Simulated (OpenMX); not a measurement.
Runs of OpenMX 3.8.5 on MoSe. Symmetry: Fm-3m, No. 225, cubic system. Conventional cell: a = 5.786 Å, b = 5.786 Å, c = 5.786 Å, α = 90.00°, β = 90.00°, γ = 90.00°. Around Mo (site symmetry m-3m) lie 6 Se at 2.89 Å. Around Se (site symmetry m-3m) lie 6 Mo at 2.89 Å. The cell was built by a generator and needn't be a form met in nature.

```csv
level,gap on the mesh (eV),pressure (GPa)
PBE,none,-19.5
PBE+D3,none,-21.4
PBE+D3(BJ),none,(a)
PBE+D4,none,-22.1
```

Alike in all rows: task single point; potentials or basis OpenMX 2013 PBE set, Mo7.0-s3p2d2, Se7.0-s3p2d2, grid cutoff 400 Ry; no spin polarisation; cell as given; k mesh 7 × 7 × 7; smearing fermi-dirac 0.05 eV.

Q: Fill in the values left out.

A: (a) -22.9.

Caveats: the basis of atomic orbitals isn't converged, which shifts pressures, moduli and gaps; pairwise dispersion overbinds metals, which lowers pressure and volume (some runs).

A k mesh can miss the band edges, and the runs leave out spin-orbit coupling on Mo, Se.

A gap of «none» marks a metal or a gap under the smearing width.
